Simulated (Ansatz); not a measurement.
# ZrNH (triplet): the correlation ladder, def2-QZVPP

One table from this session's results is given with a row withheld; the runs are named, their logs left out.

The runs use Ansatz 0.2.0, Gaussian basis; def2-QZVPP, core rule «outside noble gas», up to 5 orbitals frozen.

Plan: UHF; ROHF; CCSD(T) on UHF.

2 further runs of the same task are left out: 2 set aside as unsound or not needed.

### What is computed

The geometry is a PBE0/def2-TZVP stationary point (not a proven minimum) of the parent state, kept for this charge and spin. No spin-orbit coupling is included. Elements past krypton take def2 core potentials.

3 atoms, charge 0, spin multiplicity 3.

Atoms are counted from 1 here; the program's logs count them from 0.

Bond lengths: Zr1–N2 1.758 Å, N2–H3 1.012 Å. Angles: Zr1–N2–H3 180.0°.

The first run:

Input file in.yaml:

```yaml
crystal:
  periodic: [false, false, false]
  atoms:
    - {symbol: Zr, position_ang: [0.000000, 0.000000, -1.509417]}
    - {symbol: N, position_ang: [0.000000, 0.000000, 0.248939]}
    - {symbol: H, position_ang: [0.000000, 0.000000, 1.260478]}
basis:
  gaussian: {orbitals: "def2-QZVPP.json"}
magnetization: {spin_polarized: true, initial_magnetization: 2}
hamiltonian: {xc: hf}
output: {orbitals: {seedname: orbitals}}
```

Started as:

```bash
$ ansatz run in.yaml --threads 1 --pin off --events-out ev --progress --plain --max-ram 3968MiB --backend cpu
```

Steps of the session up to this table: UHF; ROHF; CCSD(T) on UHF.

One table of the session follows, with a row left open; its other results are not shown here.

| method | from UCCSD(T) (meV) |
| --- | --- |
| ROHF | +9027.8 |
| UHF | ? |
| UMP2 | +416.7 |
| UCCSD | +550.9 |
| UCCSD(T) | 0 |

Q: Estimate the row for UHF from the others.

The run gave: from UCCSD(T) (meV): +8905.4. In the column «from UCCSD(T) (meV)» it lies between UCCSD (+550.9) and ROHF (+9027.8).
